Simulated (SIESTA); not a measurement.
Ta3AsAu2O13:

```xyz
19
Lattice="5.7238 -0.0075 -0.0040 1.3028 6.2550 0.0056 0.2757 1.3007 8.3675" Properties=species:S:1:pos:R:3 pbc="T T T"
Ta    1.8016    2.6675    4.8901
Ta    0.6106    1.9943    8.3559
Ta    4.2828    4.5395    4.2252
As    4.7578    6.6860    6.9518
Au    3.4916    0.8150    1.5556
Au    1.4492    5.7148    3.7432
O     4.8936    5.2811    5.9496
O     3.3221    1.7411    5.8246
O     6.2809    6.7422    7.6940
O     3.3672    6.6706    7.9235
O     4.5687    1.8638    0.2577
O     1.7240    1.5064    0.9269
O     0.9962    1.2256    4.1088
O     3.3758    2.9946    3.6400
O     0.9058    2.6910    6.5776
O     6.1615    3.9169    3.8186
O     4.0664    5.7780    2.9290
O     2.4385    4.7506    5.2300
O     6.5613    6.2408    1.8957
```

The cell was built by a generator and needn't be a form met in nature.

| Quantity | Value |
| --- | --- |
| Program | SIESTA 5.4.2 |
| Task | relaxation of cell and atoms |
| Functional | vdW-DF2 |
| Potentials or basis | PseudoDojo 0.4 standard (PBE files) |
| Basis | DZP (energy shift 0.003 Ry; two zetas on semicore shells) |
| Grid cutoff | 800 Ry |
| Energy shift | 0.003 Ry |
| k mesh | 4 × 4 × 3 |
| Occupations | fermi-dirac, width 0.05 eV |
| Spin | no spin polarisation |

At the start: pressure 10.7 GPa; volume 15.77 Å³/atom.

**Question.** How do energy, volume and symmetry change on relaxing?

**Answer.** Over 24 steps the energy falls by 46.1 meV/atom and the volume is 16.38 Å³/atom (+3.9 %); space group P1 (No. 1, to 0.05 Å).

Step by step:
| step | energy change (eV) | largest force (eV/Å) | pressure (GPa) | volume (Å³) |
| --- | --- | --- | --- | --- |
| 1 | 0.0000 | 1.4739 | 10.73 | 299.62 |
| 2 | -0.7024 | 1.1041 | 1.04 | 314.71 |
| 3 | -0.7765 | 0.5388 | 0.92 | 316.23 |
| 4 | -0.8000 | 0.2982 | 0.11 | 317.69 |
| 5 | -0.8101 | 0.2650 | -0.02 | 318.09 |
| 6 | -0.8175 | 0.2349 | -0.12 | 318.20 |
| 7 | -0.8249 | 0.1991 | -0.10 | 317.86 |
| 8 | -0.8317 | 0.1630 | -0.08 | 317.37 |
| 9 | -0.8371 | 0.1360 | -0.07 | 316.91 |
| 10 | -0.8440 | 0.1053 | -0.06 | 316.21 |
| 11 | -0.8477 | 0.0880 | -0.04 | 315.68 |
| 12 | -0.8511 | 0.0738 | -0.04 | 315.28 |
| 13 | -0.8546 | 0.0638 | -0.02 | 314.80 |
| 14 | -0.8577 | 0.0541 | -0.03 | 314.37 |
| 15 | -0.8608 | 0.0513 | -0.02 | 313.90 |
| 16 | -0.8639 | 0.0540 | -0.01 | 313.41 |
| 17 | -0.8667 | 0.0511 | -0.01 | 312.93 |
| 18 | -0.8692 | 0.0469 | 0.00 | 312.47 |
| 19 | -0.8708 | 0.0426 | 0.01 | 312.14 |
| 20 | -0.8721 | 0.0396 | 0.00 | 311.90 |
| 21 | -0.8735 | 0.0339 | 0.01 | 311.65 |
| 22 | -0.8744 | 0.0300 | 0.00 | 311.48 |
| 23 | -0.8752 | 0.0259 | 0.00 | 311.29 |
| 24 | -0.8757 | 0.0219 | 0.00 | 311.15 |

Final structure:
```xyz
19
Lattice="5.8649 0.0572 -0.0031 1.4055 6.3048 -0.0959 0.2984 1.1751 8.4152" Properties=species:S:1:pos:R:3 pbc="T T T"
Ta    1.9141    2.6241    4.9152
Ta    0.6263    1.9576    8.4183
Ta    4.4696    4.4824    4.1364
As    4.9719    6.6105    6.9331
Au    3.5149    0.9036    1.5870
Au    1.5336    5.7312    3.6617
O     5.1167    5.1273    5.9396
O     3.4511    1.6279    5.8025
O     6.5834    6.6907    7.6213
O     3.5504    6.6392    7.9743
O     4.6487    2.0019    0.2391
O     1.6699    1.6791    0.9953
O     1.0334    1.2379    4.0654
O     3.5308    2.9102    3.5908
O     0.9780    2.6367    6.6086
O     6.3893    3.9277    3.7435
O     4.1902    5.7645    2.8485
O     2.5921    4.7344    5.1909
O     6.7387    6.2751    1.7431
```

Caveat: short orbitals over semicore shells can move pressures by several GPa; the potentials were made for another functional, which shifts forces and pressure; the basis of atomic orbitals isn't converged, which shifts pressures, moduli and gaps.
